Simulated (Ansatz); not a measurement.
**CdTe: strong compression**

An exercise on one series of results from a longer session: the logs are not shown, and one member is left open.

Computed with Ansatz 0.2.0 (DFT PBE, with the methods named in each step, unless a step's input says otherwise).

2 further runs of the same task are left out: 2 that didn't finish.

**The system as given**

It takes space group F-43m (No. 216, cubic). The conventional cell has a = 6.564 Å, b = 6.564 Å, c = 6.564 Å, α = 90.00°, β = 90.00°, γ = 90.00°. Cd (site symmetry -43m) is surrounded by 4 Te at 2.84 Å. Te (site symmetry -43m) has 4 Cd at 2.84 Å as nearest neighbours.

As a file:

```
Cd Te
1.0
     0.00000    3.28211    3.28211
     3.28211    0.00000    3.28211
     3.28211    3.28211    0.00000
Cd Te
1 1
Cartesian
  0.0000 0.0000 0.0000
  4.9232 4.9232 4.9232
```

Whether this phase is the stable one at these pressures isn't tested.

Atoms are numbered in the order of the input: Cd1, Te2.

Set-up of the first run:

input.yaml

```yaml
crystal:
  lattice:
    - [0.0, 3.2821135562, 3.2821135562]
    - [3.2821135562, 0.0, 3.2821135562]
    - [3.2821135562, 3.2821135562, 0.0]
  atoms:
    - { symbol: Cd, position: [0.0, 0.0, 0.0] }
    - { symbol: Te, position: [0.75, 0.75, 0.75] }
kpoints:
  mp_grid: { grid: [8, 8, 8] }
  band_path:
    path:
      - [0.0, 0.0, 0.0]
      - [-0.5, -0.5, 0.0]
      - [-0.375, -0.375, 0.25]
      - [-0.375, 0.0, 0.375]
      - [0.0, 0.0, 0.0]
      - [0.0, 0.0, 0.5]
      - [-0.5, -0.25, 0.25]
      - [-0.5, -0.5, 0.0]
    npoints: 14
scf:
  occupations: { method: fermi_dirac, width: 0.03 }
hamiltonian:
  xc: pbe
  pseudopotentials: { kind: all_electron, lapw: { basis_error: 0.001 } }
output:
  forces: true
  stress: true
  eigenvalues: true
  populations: true
```

Run with:

```console
ansatz run input.yaml --threads 1 --pin off --max-ram 2048MiB --backend cpu --events-out ev --progress --plain --runs-dir out
```

Among the steps run: The reference volume, LAPW; Volume scaled by 1, norm-conserving; Volume scaled by 0.9, LAPW; Volume scaled by 0.8, LAPW; Volume scaled by 0.7, LAPW; Volume scaled by 0.7, norm-conserving.

One table of the session follows, with a row left open; its other results are not shown here.

| method | volume over the first | volume (Å³/atom) | pressure (GPa) | gap on the k mesh (eV) |
| --- | --- | --- | --- | --- |
| LAPW | 1 | 35.356 | 0.93 | 0.66 |
| LAPW | 0.9 | 31.820 | 6.25 | 0.98 |
| LAPW | 0.8 | 28.285 | 15.74 | 1.34 |
| LAPW | 0.7 | 24.749 | 33.29 | 1.72 |
| PAW | 1 | ? | ? | ? |
| PAW | 0.9 | 31.820 | 6.23 | 0.98 |
| PAW | 0.8 | 28.285 | 15.71 | 1.34 |
| PAW | 0.7 | 24.749 | 33.25 | 1.72 |
| norm-conserving | 1 | 35.356 | 0.94 | 0.66 |
| norm-conserving | 0.7 | 24.749 | 33.36 | 1.71 |

**Question.** Estimate the row for PAW, 1.

**Answer.** volume (Å³/atom): 35.356; pressure (GPa): 0.92; gap on the k mesh (eV): 0.66.

Limits of these values: Rows by PAW come from runs of the same series that aren't printed here. Warnings in the runs' records: stress scf threshold loose.
